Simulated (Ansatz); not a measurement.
**MnPt2 under changes of volume**

One of the cells (15.408 Å³/atom); the others are scaled copies at fixed shape and fractional positions:

```
Pt Mn
1.0
     2.85840    0.00000    0.00000
    -1.42920    2.47545    0.00000
     0.00000    0.00000    6.53250
Pt Mn
2 1
Direct
  0.66667 0.33333 0.31621
  0.33333 0.66667 0.68379
  0.00000 0.00000 0.00000
```

The cell comes from a database or a generator and needn't be the stable form of this composition.

| Item | Value |
| --- | --- |
| Program | Ansatz 0.2.0 |
| Functional | LDA |
| Potentials or basis | Ansatz PAW |
| Cutoff | 420 eV (not typed: the program's choice for these potentials) |
| k mesh | 11 × 11 × 4 |
| Occupations | fermi-dirac, width 0.05 eV |
| Spin | collinear spin, ferromagnetic start |
| Starting moments | [0.0, 0.0, 4.0] μB |

```tsv
volume (Å³/atom)	energy over the lowest point (meV/atom)	pressure (GPa)	moment (μB per cell)	largest force (eV/Å)
14.483	0.00	-5.9	3.89	0.019
14.791	14.59	-9.6	4.03	0.015
15.099	36.13	-12.8	4.16	0.050
15.408	63.54	-15.7	4.29	0.086
15.716	95.89	-18.2	4.40	0.122
16.024	?	?	?	?
16.332	173.94	-22.6	4.55	0.194
```

**Question.** What does the run at 16.024 Å³/atom give?

**Answer.** Energy over the lowest point 132.80 meV/atom; pressure -20.5 GPa; moment 4.49 μB per cell; largest force 0.159 eV/Å.

Worked out: A Birch-Murnaghan fit of order 3 (a polynomial in V^(-2/3)) to the other rows has its minimum at 14.07 Å³/atom, just outside them, with B0 = V·E''(V) = 215 GPa and B' = 4.9 at fixed shape and positions, which overstates the stiffness. It gives 132.96 meV/atom at 16.024 Å³/atom, against the run's 132.80, and -dE/dV = -20.3 GPa, against -20.5. A parabola through the other rows of the moment, of slope 0.263 μB per Å³/atom there, gives 4.48 μB, against the run's 4.49.

Energies are extrapolated to zero smearing.

Caveats: the PAW data sets come from PBE, with cores solved anew for the run's functional, which leaves a small shift of forces and pressure.
